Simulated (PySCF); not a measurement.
# Cl3DyH3N (Dy(Cl)3(NH3)): the cost of one run

Computed with PySCF 2.14.0. Level: PBE, Dy lcecp-1-SVP with ECP55, Cl def2-SVP, N def2-SVP, H def2-SVP; scalar-relativistic core potentials, no spin–orbit coupling.

5 further runs of the same task are left out: 2 for a known fault of the program, 3 that didn't finish.

### Step 1. Starting geometry

8 atoms, charge 0, spin multiplicity 1.

Bond lengths: Dy1–Cl2 2.611 Å, Dy1–Cl3 2.611 Å, Dy1–Cl4 2.611 Å, Dy1–N5 2.507 Å, N5–H6 1.020 Å, N5–H7 1.020 Å, N5–H8 1.020 Å. Angles: Cl2–Dy1–Cl3 109.5°, Cl2–Dy1–Cl4 109.5°, Cl2–Dy1–N5 109.5°, Cl3–Dy1–Cl4 109.5°, Cl3–Dy1–N5 109.5°, Cl4–Dy1–N5 109.5°, Dy1–N5–H6 113.0°, Dy1–N5–H7 113.0°, Dy1–N5–H8 113.0°, H6–N5–H7 105.8°, H6–N5–H8 105.8°, H7–N5–H8 105.8°.

As a file:

```xyz
8

Dy    0.0000    0.0000    0.0000
Cl    1.5074    1.5074    1.5074
Cl   -1.5074   -1.5074    1.5074
Cl    1.5074   -1.5074   -1.5074
N    -1.4477    1.4477   -1.4477
H    -2.0609    2.0609   -0.9106
H    -0.9106    2.0609   -2.0609
H    -2.0609    0.9106   -2.0609
```

Formal oxidation states: Dy +3. Each metal's 9 4f electrons lie in its core potential, so multiplicities, spins and levels count the valence alone.

### Step 2. SCF at the start, singlet

run.py (the lines that set the calculation)

```python
mol = gto.M(atom='''
Dy     0.00000     0.00000     0.00000
Cl     1.50740     1.50740     1.50740
Cl    -1.50740    -1.50740     1.50740
Cl     1.50740    -1.50740    -1.50740
N     -1.44770     1.44770    -1.44770
H     -2.06090     2.06090    -0.91060
H     -0.91060     2.06090    -2.06090
H     -2.06090     0.91060    -2.06090''',
    basis={'Dy': 'lcecp-1-SVP', 'Cl': 'def2-SVP', 'N': 'def2-SVP', 'H': 'def2-SVP'},
    ecp={'Dy': 'lcecp-1-SVP'},
    charge=0, spin=0)
mf = dft.RKS(mol, xc='PBE')
mf.grids.atom_grid = (50, 194)  # f atoms: unpruned, at least (60, 302)
mf = mf.density_fit()  # fitting sets: Dy AutoAux, Cl def2-universal-JKFIT, N def2-universal-JKFIT, H def2-universal-JKFIT
mf.conv_tol = 1e-08; mf.max_cycle = 55
mf.kernel(dm0)  # dm0: free metal ions and neutral atoms
```

Command:

```
$ OMP_NUM_THREADS=2 python run.py
```

Q: Estimate wall time and peak memory on 2 threads of Intel Xeon at 2.50GHz (Skylake/Cascade Lake), shared host.

About 15 s, with a peak of 0.64 GiB.
